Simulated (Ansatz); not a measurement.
## C₂H₂F₂, SMILES FC=CF: an atomisation energy, step by step

Program: the Ansatz DFT code, driven from Python.

At the Python prompt:
```pycon
>>> from collections import Counter
>>> import ansatz as az
>>> def single_point(molecule, charge=0, unpaired=0):
...     calc = (
...         molecule.calculation()
...         .basis(gaussian='cc-pVTZ')
...         .functional('r2scan')
...         .scf(lower_state_search='standard')
...     )
...     if charge:
...         calc = calc.charge(charge)
...     if unpaired:
...         calc = calc.spin('collinear', total=unpaired)
...     report = calc.run(threads=1).report
...     if report['published_state_doubts']:
...         print('  doubts:', report['published_state_doubts'])
...     return report['free_energy_ev']
...
>>> system = (
...     az.Crystal.molecule()
...     .atom('F', [-0.2025, -0.823, -1.507])
...     .atom('C', [0.4259, -0.1324, -0.5315])
...     .atom('C', [-0.2448, 0.2313, 0.6232])
...     .atom('F', [-1.5456, -0.0699, 0.8048])
...     .atom('H', [1.4128, 0.0394, -0.7417])
...     .atom('H', [0.1891, 0.7635, 1.4324])
... )
>>> # unpaired electrons of the ground-state atoms
>>> unpaired = {'F': 1, 'C': 2, 'H': 1}
>>> counts = Counter(site.symbol for site in system.cartesian_sites)
>>> atom_energy = {s: single_point(az.Crystal.molecule().atom(s, (0, 0, 0)), 0, unpaired[s]) for s in counts}
>>> whole = single_point(system, 0, 0)
>>> for s, e in atom_energy.items():
...     print(f'{s:2s} x{counts[s]}  {e:14.5f} eV')
...
F  x2     -2713.54732 eV
C  x2     -1029.46360 eV
H  x2       -13.60373 eV
>>> print(f'C2H2F2: {whole:.5f} eV')
C2H2F2: -7538.18894 eV
>>> split = sum(counts[s] * e for s, e in atom_energy.items()) - whole
>>> print(f'atomisation energy (no zero-point term): {split:.3f} eV, {split / sum(counts.values()):.3f} eV an atom')
atomisation energy (no zero-point term): 24.960 eV, 4.160 eV an atom
```

24.960 eV from the electronic energies, without the zero-point term.

Reading the output:
- These settings explore the input space; basis and method may be short of convergence.
- The geometry is a force-field or estimated start, not a minimum of this method, and the basis set is short of its limit. All parts are taken at fixed geometry, without zero-point energy.
- Run time: 6.2 s on 1 thread of Intel(R) Xeon(R) Platinum 8259CL CPU @ 2.50GHz (Skylake/Cascade Lake) (shared host), peak memory 0.22 GiB.
